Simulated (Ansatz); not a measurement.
**CH₅BrOSi: a ladder of functionals and wavefunction methods**

One table from this session's results is given with a row withheld; the runs are named, their logs left out.

Computed with Ansatz 0.2.0, Gaussian basis. Level: functionals in def2-TZVPP, the program's frozen cores in correlated methods.

The runs, in order: LDA (SPW92), PBE-D4, revPBE-D4, BLYP-D4, r2SCAN-D4, B97M-V, PBE0-D4, B3LYP-D4, r2SCANh-D4, r2SCAN0-D4, HSE06-D4, BHLYP-D4, CAM-B3LYP-D4, LC-ωPBE, ωB97X-V, ωB97M-V, B2PLYP, PBE-QIDH; CCSD(T)/def2-SVP; CCSD(T)/def2-TZVPP; MP2/def2-QZVPP; extrapolation to the limit; RPA on PBE.

**The geometry**

The geometry comes from an earlier relaxation with PBE0-D4 in a triple-zeta def2 set; it is a stationary point, not always the lowest conformer.

SMILES `C[SiH](O)Br`, 9 atoms, charge 0, spin multiplicity 1.

Atoms are counted from 1 here; the program's logs count them from 0.

Bond lengths: C1–Si2 1.852 Å, C1–H5 1.092 Å, C1–H6 1.093 Å, C1–H7 1.092 Å, Si2–O3 1.637 Å, Si2–Br4 2.235 Å, Si2–H8 1.477 Å, O3–H9 0.958 Å. Angles: Si2–C1–H5 110.4°, Si2–C1–H6 110.0°, Si2–C1–H7 111.1°, H5–C1–H6 108.6°, H5–C1–H7 108.1°, H6–C1–H7 108.6°, C1–Si2–O3 113.4°, C1–Si2–Br4 107.6°, C1–Si2–H8 112.8°, O3–Si2–Br4 109.6°, O3–Si2–H8 105.6°, Br4–Si2–H8 107.6°, Si2–O3–H9 118.4°.

The first run:

Contents of in.yaml:

```yaml
crystal:
  periodic: [false, false, false]
  atoms:
    - {symbol: C, position_ang: [-0.516114, 1.011283, -0.365252]}
    - {symbol: Si, position_ang: [-0.062848, -0.654108, 0.307463]}
    - {symbol: O, position_ang: [1.369150, -0.668239, 1.099837]}
    - {symbol: Br, position_ang: [0.017011, -2.077661, -1.414097]}
    - {symbol: H, position_ang: [-1.493755, 0.972530, -0.850981]}
    - {symbol: H, position_ang: [-0.558482, 1.742921, 0.446106]}
    - {symbol: H, position_ang: [0.215104, 1.350733, -1.102468]}
    - {symbol: H, position_ang: [-1.054866, -1.172524, 1.270787]}
    - {symbol: H, position_ang: [2.173300, -0.551335, 0.591606]}
basis:
  gaussian: {orbitals: def2-TZVPP}
hamiltonian: {xc: lda}
output: {orbitals: {seedname: orbitals}}
```

Among the steps run: LDA; PBE-D4 (GGA); revPBE-D4 (GGA); BLYP-D4 (GGA); r2SCAN-D4 (meta-GGA); B97M-V (meta-GGA); PBE0-D4 (hybrid); B3LYP-D4 (hybrid); r2SCANh-D4 (hybrid); r2SCAN0-D4 (hybrid); HSE06-D4 (hybrid); BHLYP-D4 (hybrid); CAM-B3LYP-D4 (range-separated); LC-ωPBE-D4 (range-separated; the results give it without D4); ωB97X-V (range-separated); ωB97M-V (range-separated); B2PLYP (double hybrid); PBE-QIDH (double hybrid).

One table of the session follows, with a row left open; its other results are not shown here.

It belongs to the step «Frontier levels by functional». 

```
  functional  HOMO (eV)  LUMO (eV)  gap (eV)
 LDA (SPW92)      -7.07      -0.56      6.50
      PBE-D4      -6.94      -0.36      6.58
   revPBE-D4      -6.89      -0.27      6.62
     BLYP-D4      -6.79      -0.33      6.46
   r2SCAN-D4      -7.27       0.18      7.45
      B97M-V      -7.36      -0.09      7.27
     PBE0-D4      -8.23       0.52      8.75
    B3LYP-D4      -7.98       0.21      8.19
  r2SCANh-D4      -7.74       0.46      8.21
  r2SCAN0-D4      -8.45       0.87      9.32
    HSE06-D4      -7.83       0.15      7.98
    BHLYP-D4      -9.38       1.25     10.63
CAM-B3LYP-D4          ?          ?         ?
     LC-ωPBE     -10.95       2.67     13.63
     ωB97X-V     -10.60       2.48     13.07
     ωB97M-V     -10.45       2.07     12.51
```

Estimate the missing values for CAM-B3LYP-D4.

**Answer.** HOMO (eV): -9.57; LUMO (eV): 1.37; gap (eV): 10.94. In the column «HOMO (eV)» it lies between ωB97M-V (-10.45) and BHLYP-D4 (-9.38).
